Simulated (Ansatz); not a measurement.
# Cl₂GeH₃SSi radical: one species, many methods

An exercise on one series of results from a longer session: the logs are not shown, and one member is left open.

The runs use Ansatz 0.2.0, Gaussian basis; functionals in def2-TZVPP, the program's frozen cores in correlated methods.

Levels to be run: PBE-D4, r2SCAN-D4, PBE0-D4, B3LYP-D4, ωB97X-V, ωB97M-V, B2PLYP; CCSD(T)/def2-TZVPP; MP2/def2-QZVPP; extrapolation to the limit.

## The geometry

All runs share one geometry, relaxed beforehand with PBE0-D4 in a triple-zeta def2 set.

SMILES `Cl[SiH][S][GeH2][Cl]`, 8 atoms, charge 0, spin multiplicity 2.

Atoms are counted from 1 here; the program's logs count them from 0.

Bond lengths: Cl1–Si2 2.062 Å, Si2–S3 2.127 Å, Si2–H6 1.489 Å, S3–Ge4 2.220 Å, Ge4–Cl5 2.151 Å, Ge4–H7 1.530 Å, Ge4–H8 1.529 Å. Angles: Cl1–Si2–S3 112.4°, Cl1–Si2–H6 108.2°, S3–Si2–H6 105.1°, Si2–S3–Ge4 100.0°, S3–Ge4–Cl5 109.5°, S3–Ge4–H7 106.2°, S3–Ge4–H8 111.3°, Cl5–Ge4–H7 108.4°, Cl5–Ge4–H8 106.9°, H7–Ge4–H8 114.5°.

Set-up of the first run:

Input file in.yaml:

```yaml
crystal:
  periodic: [false, false, false]
  atoms:
    - {symbol: Cl, position_ang: [-2.353363, 0.991503, -0.174837]}
    - {symbol: Si, position_ang: [-1.580199, -0.696726, 0.721035]}
    - {symbol: S, position_ang: [0.117008, -1.457529, -0.311143]}
    - {symbol: Ge, position_ang: [1.376067, 0.369872, -0.378576]}
    - {symbol: Cl, position_ang: [1.512486, 1.219992, 1.592424]}
    - {symbol: H, position_ang: [-2.601760, -1.777226, 0.635931]}
    - {symbol: H, position_ang: [2.772737, -0.088245, -0.804416]}
    - {symbol: H, position_ang: [0.757024, 1.438360, -1.280417]}
basis:
  gaussian: {orbitals: def2-TZVPP}
magnetization: {spin_polarized: true, initial_magnetization: 1}
hamiltonian: {xc: pbe, dispersion: d4}
output: {forces: true, orbitals: {seedname: orbitals}}
```

Started as:

```
$ ansatz run in.yaml --threads 2 --pin off --events-out ev --progress --plain --max-ram 22528MiB --backend cpu
```

Steps of the session up to this table: PBE-D4 (GGA); r2SCAN-D4 (meta-GGA); PBE0-D4 (hybrid); B3LYP-D4 (hybrid); ωB97X-V (range-separated); ωB97M-V (range-separated); B2PLYP (double hybrid); CCSD(T) in def2-TZVPP; MP2 in def2-QZVPP.

One table of the session follows, with a row left open; its other results are not shown here.

It belongs to the step «Atomisation energies». 

```
            method  atomisation energy (kJ/mol)
            PBE-D4                       2269.0
         r2SCAN-D4                       2278.6
           PBE0-D4                       2245.7
          B3LYP-D4                       2212.2
           ωB97X-V                       2267.2
           ωB97M-V                       2243.1
            B2PLYP                       2181.7
     HF/def2-TZVPP                       1613.2
    MP2/def2-TZVPP                            ?
   CCSD/def2-TZVPP                       2123.8
CCSD(T)/def2-TZVPP                       2171.1
           MP2/CBS                       2292.3
       CCSD(T)/CBS                       2244.1
```

Q: Estimate the row for MP2/def2-TZVPP from the others.

As computed: atomisation energy (kJ/mol): 2219.3. In the column «atomisation energy (kJ/mol)» it lies between B3LYP-D4 (2212.2) and ωB97M-V (2243.1).
